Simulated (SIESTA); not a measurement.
# LiO8: band structure with PBEsol

The system is LiO8.

```
CELL_PARAMETERS angstrom
4.07239 -3.04816 0.00000
4.07239 3.04816 0.00000
-2.97680 0.00000 4.04461
ATOMIC_POSITIONS crystal
O 0.83337 0.88061 0.15038
O 0.11939 0.16664 0.84962
O 0.73180 0.76334 0.84016
O 0.23666 0.26820 0.15984
O 0.32419 0.79815 0.15537
O 0.20184 0.67581 0.84463
O 0.68233 0.21104 0.84766
O 0.78896 0.31767 0.15235
Li 0.24813 0.75187 0.50000
```

The cell comes from a database or a generator and needn't be the stable form of this composition.

| Quantity | Value |
| --- | --- |
| Program | SIESTA 5.4.2 |
| Task | band structure |
| Functional | PBEsol |
| Potentials or basis | PseudoDojo 0.4 standard (PBEsol files) |
| Basis | DZP (energy shift 0.003 Ry; two zetas on semicore shells) |
| Grid cutoff | 800 Ry |
| Energy shift | 0.003 Ry |
| k mesh | 6 × 6 × 7 |
| Occupations | fermi-dirac, width 0.05 eV |
| Spin | no spin polarisation |

```json
{"Pressure": "-3.6 GPa", "Largest force": "0.233 eV/Å", "Band gap on the k mesh": "none (metal or under the smearing width)"}
```

Forces in eV/Å, atoms in the order of the input:
```
O    0.084  0.099 -0.180
O   -0.084  0.099  0.180
O    0.105 -0.065  0.198
O   -0.105 -0.065 -0.198
O    0.103  0.077 -0.180
O   -0.103  0.077  0.180
O    0.001 -0.116  0.171
O   -0.001 -0.116 -0.171
Li   0.000  0.009  0.000
```

Stress tensor (GPa, compression positive):
```
-3.90  0.00 -0.25
 0.00 -3.70  0.00
-0.25  0.00 -3.12
```

Levels at the corners of the path, in eV from the Fermi level:
| point | band 22 | band 23 | band 24 | band 25 | band 26 | band 27 | band 28 | band 29 |
| --- | --- | --- | --- | --- | --- | --- | --- | --- |
| Γ | -2.41 | -2.39 | -1.75 | -0.94 | 0.68 | 0.73 | 0.96 | 1.08 |
| Y | -2.04 | -1.95 | -1.22 | -0.95 | 0.12 | 0.35 | 0.62 | 0.80 |
| F | -2.25 | -2.11 | -1.57 | -0.98 | 0.42 | 0.55 | 0.83 | 0.94 |
| H | -2.19 | -2.01 | -1.57 | -1.05 | 0.36 | 0.53 | 0.82 | 0.92 |
| Z | -2.24 | -2.14 | -1.76 | -1.19 | 0.66 | 0.68 | 0.96 | 1.05 |
| I | -1.63 | -1.44 | -1.31 | -0.85 | -0.27 | 0.01 | 0.42 | 0.70 |
| F1 | -2.25 | -2.11 | -1.57 | -0.98 | 0.42 | 0.55 | 0.83 | 0.94 |
| H1 | -2.19 | -2.01 | -1.57 | -1.05 | 0.36 | 0.53 | 0.82 | 0.92 |
| Y1 | -2.04 | -1.95 | -1.22 | -0.95 | 0.12 | 0.35 | 0.62 | 0.80 |
| X | -1.57 | -1.45 | -1.28 | -0.75 | -0.38 | 0.06 | 0.41 | 0.60 |
| Γ | -2.41 | -2.39 | -1.75 | -0.94 | 0.68 | 0.73 | 0.96 | 1.08 |
| N | -2.09 | -1.69 | -1.38 | -1.08 | -0.23 | 0.42 | 0.73 | 1.10 |
| M | -2.27 | -1.62 | -1.49 | -0.95 | -0.25 | 0.50 | 0.76 | 1.08 |
| Γ | -2.41 | -2.39 | -1.75 | -0.94 | 0.68 | 0.73 | 0.96 | 1.08 |

It took 120 s on 1 thread of Intel(R) Xeon(R) Platinum 8259CL CPU @ 2.50GHz (Skylake/Cascade Lake), with other jobs on the host, peak memory 0.45 GiB.

Caveat: the basis of atomic orbitals isn't converged, which shifts pressures, moduli and gaps; an odd number of electrons without spin polarisation forces a metal; a magnetic or distorted state may lie lower.
